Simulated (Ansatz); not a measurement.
C2H6SeSi, SMILES C[SiH]1C[Se]1, energies of removing a hydrogen

Program: Ansatz 0.2.0, Python API.

Interactive session:
```pycon
>>> import ansatz
>>> from ase import Atoms
>>> def energy_of(molecule, charge=0, unpaired=0):
...     calc = (
...         molecule.calculation()
...         .basis(gaussian="6-31G*")
...         .functional("pbe0", dispersion="d3bj")
...     )
...     if charge:
...         calc = calc.charge(charge)
...     if unpaired:
...         calc = calc.spin("collinear", total=unpaired)
...     report = calc.run(threads=1, backend="cpu").report
...     if report["published_state_doubts"]:
...         print("  doubts:", report["published_state_doubts"])
...     return report["free_energy_ev"]
...
>>> def without(molecule, index):
...     rest = ansatz.Crystal.molecule()
...     for i, site in enumerate(molecule.cartesian_sites):
...         if i != index:
...             rest = rest.atom(site.symbol, site.position_ang)
...     return rest
...
>>> atoms = Atoms(["C", "Si", "C", "Se", "H", "H", "H", "H", "H", "H"], positions=[
...     (-1.1195, 0.6527, -0.7303),
...     (-0.2857, -0.6615, 0.185),
...     (1.3286, -0.1861, 0.8102),
...     (1.8516, -1.1501, -0.7957),
...     (-1.6817, 0.2571, -1.641),
...     (-1.9141, 1.1904, -0.0754),
...     (-0.4082, 1.4607, -1.0768),
...     (-0.9289, -1.8081, 0.7545),
...     (1.584, 0.9149, 0.7983),
...     (1.657, -0.7211, 1.7741),
... ])
>>> mol = ansatz.Crystal.molecule_from_ase(atoms)
>>> whole = energy_of(mol, 0)

>>> hydrogen = energy_of(ansatz.Crystal.molecule().atom("H", (0, 0, 0)), 0, 1)
>>> print(f"E(molecule) = {whole:.5f} eV, E(H) = {hydrogen:.5f} eV")
E(molecule) = -75377.00355 eV, E(H) = -13.58146 eV
>>> for index in [6, 7, 9]:
...     radical = energy_of(without(mol, index), 0, 1)
...     print(f"H{index}: homolysis {23.060548 * (radical + hydrogen - whole):.1f} kcal/mol")
...     anion = energy_of(without(mol, index), -1)
...     print(f"H{index}: loss of a proton {23.060548 * (anion - whole):.1f} kcal/mol")
...
H6: homolysis 115.1 kcal/mol
H6: loss of a proton 398.3 kcal/mol
H7: homolysis 88.7 kcal/mol
H7: loss of a proton 367.6 kcal/mol
H9: homolysis 102.2 kcal/mol
H9: loss of a proton 412.5 kcal/mol
```

Reading the output:
- Total energies depend on the basis set; only differences at equal settings carry meaning.
- The geometry is a force-field or estimated start, not a minimum of this method, and the basis set is short of its limit. All parts are taken at fixed geometry, without zero-point energy.
- The spin-orbit lowering of heavy atoms is left out.
- Anions want diffuse functions, which this basis lacks.
- Wall time of the script: 21 s on 1 thread of Intel(R) Xeon(R) Gold 6455B (Sapphire Rapids), on a shared host, peak memory 0.37 GiB.

(Lines on the test bed's own set-up are left out of the output.)
